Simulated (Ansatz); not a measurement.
# Ti13Be3: the cost of one run

Method: DFT PBE, scalar-relativistic, plane waves, PAW, in Ansatz 0.2.0.

### 1 Starting point

The cell holds 16 atoms (Be3Ti13): a = 6.146 Å, b = 6.286 Å, c = 6.344 Å, α = 92.45°, β = 90.48°, γ = 87.86°.

It is the last frame of an earlier stage of the same melt, run at 1080 K.

As a file:

```cif
data_structure
_symmetry_space_group_name_H-M 'P 1'
_symmetry_Int_Tables_number 1
_cell_length_a 6.1465
_cell_length_b 6.2855
_cell_length_c 6.3442
_cell_angle_alpha 92.453
_cell_angle_beta 90.477
_cell_angle_gamma 87.862
_cell_volume 244.70
loop_
_atom_site_label
_atom_site_type_symbol
_atom_site_fract_x
_atom_site_fract_y
_atom_site_fract_z
_atom_site_occupancy
Ti1 Ti 0.30158 0.12642 0.12175 1
Ti2 Ti 0.59596 0.01199 0.78075 1
Ti3 Ti 0.37360 0.25575 0.52866 1
Ti4 Ti 0.56589 0.91628 0.27900 1
Ti5 Ti 0.91354 0.74719 0.98028 1
Ti6 Ti 0.31423 0.70829 0.61587 1
Ti7 Ti 0.57750 0.49384 0.26854 1
Ti8 Ti 0.85386 0.17864 0.06713 1
Ti9 Ti 0.05478 0.50375 0.29004 1
Ti10 Ti 0.60636 0.45936 0.87031 1
Ti11 Ti 0.17653 0.41027 0.85081 1
Ti12 Ti 0.87013 0.20416 0.54155 1
Ti13 Ti 0.84658 0.68263 0.60803 1
Be1 Be 0.34075 0.70570 0.05515 1
Be2 Be 0.12701 0.99965 0.79742 1
Be3 Be 0.12861 0.89040 0.36151 1
```

### 2 Stage at 300 K

One k point, a Fermi-Dirac width of 0.050 eV and a fixed cell.

input.yaml reads:

```yaml
crystal:
  lattice:
    - [6.145329, 0.115726, -0.024754]
    - [0.115726, 6.283031, -0.134956]
    - [-0.024754, -0.134956, 6.342707]
  atoms:
    - { symbol: Ti, position: [0.3015750181, 0.1264239442, 0.1217490296] }
    - { symbol: Ti, position: [0.5959605352, 0.0119920503, 0.7807518732] }
    - { symbol: Ti, position: [0.3736000427, 0.2557470816, 0.5286620072] }
    - { symbol: Ti, position: [0.5658876104, 0.9162841661, 0.2790012701] }
    - { symbol: Ti, position: [0.9135365049, 0.7471862819, 0.9802795584] }
    - { symbol: Ti, position: [0.3142252283, 0.708292216, 0.6158724899] }
    - { symbol: Ti, position: [0.5775024704, 0.4938413492, 0.2685447736] }
    - { symbol: Ti, position: [0.8538607787, 0.1786389273, 0.0671271547] }
    - { symbol: Ti, position: [0.0547849161, 0.5037452309, 0.2900373113] }
    - { symbol: Ti, position: [0.606358434, 0.459358064, 0.8703100562] }
    - { symbol: Ti, position: [0.1765282317, 0.4102695375, 0.85080645] }
    - { symbol: Ti, position: [0.8701331456, 0.2041560045, 0.5415488572] }
    - { symbol: Ti, position: [0.8465820548, 0.6826317723, 0.6080346347] }
    - { symbol: Be, position: [0.3407540971, 0.7056992174, 0.0551493937] }
    - { symbol: Be, position: [0.1270089589, 0.9996530022, 0.7974236031] }
    - { symbol: Be, position: [0.1286083114, 0.8903984614, 0.3615112893] }
  symmetry: { detect: false }
basis:
  ecutwfc: 420
  xc_grid: 1
kpoints:
  mp_grid: { grid: [1, 1, 1], shift: [0.25, 0.25, 0.25] }
hamiltonian:
  xc: pbe
scf:
  occupations: { method: fermi_dirac, width: 0.05 }
  lower_state_search: "off"
  convergence: { dr2_threshold: 1.0e-05 }
output:
  forces: true
  stress: true
md:
  timestep: 1.5
  n_steps: 250
  ensemble: nvt_langevin
  friction: 0.03
  temperature: 300.0
  initial_velocities: maxwell_boltzmann
  seed: 51703
```

Launch:

```console
ansatz run input.yaml --threads 2 --pin off --max-ram 5120MiB --backend cpu --events-out ev --progress --plain --runs-dir out
```

What time and memory should one allow on 2 threads of Arm Neoverse V1, shared host?

About 5.5 min, with a peak of 0.44 GiB.
